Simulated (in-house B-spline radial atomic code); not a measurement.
# In: excited configurations

Wanted: excitation energies of In as differences of total energies (ΔSCF).

Method: scalar-relativistic (spin-free one-electron X2C) RPBE, spin-polarised, spherical fractional occupations, Fermi nucleus, basis-set limit. Code: in-house B-spline radial atomic code version 1.

### Step 1. Starting point

| Quantity | Value |
| --- | --- |
| element | indium (Z = 49) |
| charge | 0 |
| electrons | 49 |
| configuration | [Kr] 4d10 5s2 5p1 |
| Hamiltonian | scalar-relativistic (X2C) |
| nucleus | Fermi, rms radius 4.616 fm |

Outer shells as boxes (Hund's rule):

[Kr] 4d10 5s2 5p1
```
[Kr] core
4d [↑↓][↑↓][↑↓][↑↓][↑↓]
5s [↑↓]
5p [↑ ][  ][  ]
```

Where spins are not typed, each open shell is filled with up spins first.

Settings of the run:

```ini
Z = 49
electrons = 49.0
configuration = [Kr] 4d10 5s2 5p1
hamiltonian = x2c
method = rpbe,pbe
spin_polarised = True
nucleus = fermi
rms_radius = 4.6156
mass_number = 115
atomic_mass = 114.903878772
speed_of_light = 137.035999084
```

This reference run was done before. Its total energy is -5880.939825 hartree, and its levels are (the highest eight at most):

```tsv
orbital	occupation	energy (eV)	<r> (bohr)
4s down	1	-119.45	0.8485
4p up	3	-78.064	0.9221
4p down	3	-78.053	0.9219
4d up	5	-18.586	1.185
4d down	5	-18.520	1.179
5s up	1	-8.364	2.625
5s down	1	-7.732	2.612
5p up	1	-2.733	3.729
```

### Step 2. 1s2 2s2 2p6 3s2 3p6 3d10 4s2 4p6 4d10 5s0,1 5p0,1 5f1,0

In configurations, two counts after a shell (as in p1,2) give the electrons with spin up and with spin down.

Settings of the run:

```ini
Z = 49
electrons = 49.0
configuration = 1s2 2s2 2p6 3s2 3p6 3d10 4s2 4p6 4d10 5s0,1 5p0,1 5f1,0
hamiltonian = x2c
method = rpbe,pbe
spin_polarised = True
nucleus = fermi
rms_radius = 4.6156
mass_number = 115
atomic_mass = 114.903878772
speed_of_light = 137.035999084
```

### Step 3. Configuration 1s2 2s2 2p6 3s2 3p6 3d10 4s2 4p6 4d10 5s2 5f1,0

The settings differ from step 2 so:

```diff
@@ -2,3 +2,3 @@
 electrons = 49.0
-configuration = 1s2 2s2 2p6 3s2 3p6 3d10 4s2 4p6 4d10 5s0,1 5p0,1 5f1,0
+configuration = 1s2 2s2 2p6 3s2 3p6 3d10 4s2 4p6 4d10 5s2 5f1,0
 hamiltonian = x2c
```

### Step 4. Configuration 1s2 2s2 2p6 3s2 3p6 3d10 4s2 4p6 4d10 5s1,0 5p0,1 6s1,0

The settings differ from step 3 so:

```diff
@@ -2,3 +2,3 @@
 electrons = 49.0
-configuration = 1s2 2s2 2p6 3s2 3p6 3d10 4s2 4p6 4d10 5s2 5f1,0
+configuration = 1s2 2s2 2p6 3s2 3p6 3d10 4s2 4p6 4d10 5s1,0 5p0,1 6s1,0
 hamiltonian = x2c
```

### Step 5. Configuration 1s2 2s2 2p6 3s2 3p6 3d10 4s2 4p6 4d4,5 5s2 5p0,1 5d1,0

The settings differ from step 4 so:

```diff
@@ -2,3 +2,3 @@
 electrons = 49.0
-configuration = 1s2 2s2 2p6 3s2 3p6 3d10 4s2 4p6 4d10 5s1,0 5p0,1 6s1,0
+configuration = 1s2 2s2 2p6 3s2 3p6 3d10 4s2 4p6 4d4,5 5s2 5p0,1 5d1,0
 hamiltonian = x2c
```

**Question.** How far above the reference does each configuration lie (order and size, in eV)?

As calculated:

| net move | configuration | 2|M_S|+1 | energy above the reference (eV) | largest <r> (bohr) |
| --- | --- | --- | --- | --- |
| 5p → 5f, spins typed | 1s2 2s2 2p6 3s2 3p6 3d10 4s2 4p6 4d10 5s2 5f1,0 | 2 | 4.753 | 27.8 |
| 5s → 6s, spins typed | 1s2 2s2 2p6 3s2 3p6 3d10 4s2 4p6 4d10 5s1,0 5p0,1 6s1,0 | 2 | 8.890 | 7.29 |
| 5s → 5f, spins typed | 1s2 2s2 2p6 3s2 3p6 3d10 4s2 4p6 4d10 5s0,1 5p0,1 5f1,0 | 2 | 10.470 | 27.9 |
| 4d → 5d, spins typed | 1s2 2s2 2p6 3s2 3p6 3d10 4s2 4p6 4d4,5 5s2 5p0,1 5d1,0 | 2 | 22.971 | 8.95 |

**Reading.** The energies run from 4.753 eV (5p → 5f, spins typed) to 22.971 eV (4d → 5d, spins typed). 4 of them lie more than 60 % above minus the reference's highest level (2.733 eV), in the range where a state can decay by emitting an electron. These are spherical averages at the typed spins, not spectroscopic levels.
